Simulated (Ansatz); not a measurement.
# GePH₅ + NH₃: a complex and its separated parts

Aim: how far the complex at one end of a reaction step lies below its separated, relaxed parts, level by level.

The runs use Ansatz 0.2.0, Gaussian basis; PBE0-D4/def2-TZVP structures, single points in def2-TZVPP, no counterpoise correction.

Levels: SPW92, PBE-D4, BLYP-D4, r2SCAN-D4, B97M-V, PBE0-D4, B3LYP-D4, r2SCAN0-D4, BHLYP-D4, CAM-B3LYP-D4, wB97X-V, wB97M-V, B2PLYP, PBE-QIDH, RPA on PBE, Hartree-Fock, MP2, CCSD, CCSD(T).

Cores are frozen in the correlated methods. Filled d shells of the heavier atoms are correlated. B3LYP uses VWN-RPA correlation. B2PLYP carries no dispersion term here.

94 further runs of the same task are left out: 94 set aside as unsound or not needed.

### 1 Where the work starts

The complex: 11 atoms, charge 0, spin multiplicity 1.

Atoms are counted from 1 here; the program's logs count them from 0.

Bond lengths: Ge1–H3 1.533 Å, Ge1–H4 1.545 Å, Ge1–H5 1.533 Å, Ge1–P7 2.324 Å, N2–H6 1.013 Å, N2–H8 1.013 Å, N2–H9 1.013 Å, P7–H10 1.421 Å, P7–H11 1.421 Å. Angles: H3–Ge1–H4 108.5°, H3–Ge1–H5 111.0°, H3–Ge1–P7 109.2°, H4–Ge1–H5 108.6°, H4–Ge1–P7 110.3°, H5–Ge1–P7 109.2°, H6–N2–H8 107.4°, H6–N2–H9 107.3°, H8–N2–H9 107.2°, Ge1–P7–H10 94.1°, Ge1–P7–H11 94.1°, H10–P7–H11 92.8°.

As a file:

```csv
atom,x (Å),y (Å),z (Å)
Ge1,-1.11362,-0.76262,-0.37664
N2,1.35482,1.45976,-0.79448
H3,-0.14984,-1.22024,-1.47745
H4,-2.28463,-1.76698,-0.30104
H5,-1.68208,0.62682,-0.68653
H6,1.75334,1.34103,0.12941
P7,0.02065,-0.68988,1.65078
H8,2.08389,1.25558,-1.46675
H9,1.11788,2.43885,-0.89698
H10,-1.16533,-0.57922,2.42594
H11,0.06492,-2.10310,1.79374
```

Its parts: GePH₅ holds atoms 1, 3, 4, 5, 7, 10, 11; NH₃ holds atoms 2, 6, 8, 9. Each part counts its atoms afresh in its own runs.

### 2 Relaxing GePH₅ alone

Input file relax-a/in.yaml:

```yaml
crystal:
  periodic: [false, false, false]
  atoms:
    - {symbol: Ge, position_ang: [-1.113620, -0.762624, -0.376644]}
    - {symbol: H, position_ang: [-0.149844, -1.220238, -1.477450]}
    - {symbol: H, position_ang: [-2.284625, -1.766977, -0.301037]}
    - {symbol: H, position_ang: [-1.682081, 0.626815, -0.686527]}
    - {symbol: P, position_ang: [0.020651, -0.689884, 1.650777]}
    - {symbol: H, position_ang: [-1.165328, -0.579216, 2.425943]}
    - {symbol: H, position_ang: [0.064922, -2.103103, 1.793740]}
basis:
  gaussian: {orbitals: def2-TZVP}
hamiltonian: {xc: pbe0, dispersion: d4}
relax: {f_tol: 0.005, max_steps: 200}
```

Command:

```
$ ansatz run in.yaml --threads 4 --pin off --events-out ev --progress --plain --max-ram 9574MiB
```

The runs that follow: Relaxing NH₃ alone; SPW92/def2-TZVPP; PBE-D4/def2-TZVPP; BLYP-D4/def2-TZVPP; r2SCAN-D4/def2-TZVPP; B97M-V/def2-TZVPP; PBE0-D4/def2-TZVPP; B3LYP-D4/def2-TZVPP; r2SCAN0-D4/def2-TZVPP; BHLYP-D4/def2-TZVPP; CAM-B3LYP-D4/def2-TZVPP; wB97X-V/def2-TZVPP; wB97M-V/def2-TZVPP; B2PLYP/def2-TZVPP; PBE-QIDH/def2-TZVPP; RPA on PBE/def2-TZVPP; CCSD(T)/def2-TZVPP; Vibrations of GePH₅; Vibrations of NH₃.

**Question.** What will these runs give? Wanted: complex less parts, CCSD(T)/def2-TZVPP; with zero-point energy; largest T1 diagnostic.

The runs gave:

| quantity | value |
| --- | --- |
| complex less parts, CCSD(T)/def2-TZVPP | -2.69 kcal/mol |
| with zero-point energy | -1.73 kcal/mol |
| largest T1 diagnostic | 0.012 |

What this shows: At CCSD(T) the complex lies 2.69 kcal/mol below its parts. r2SCAN-D4 is the best functional here (+0.01 kcal/mol from CCSD(T)); SPW92 is the worst (-1.93 kcal/mol). Mean unsigned error by rung: LDA 1.93, GGA 0.41, meta-GGA 0.19, hybrid 0.34, range-separated hybrid 0.38, double hybrid 0.66 kcal/mol. PBE-D4 gives a relative energy 0.54 kcal/mol too low, an error of 20 % of the reference. No counterpoise was applied, and triple zeta lacks some correlation, so the CCSD(T) reference has a basis error of its own, and close matches with it are partly luck.
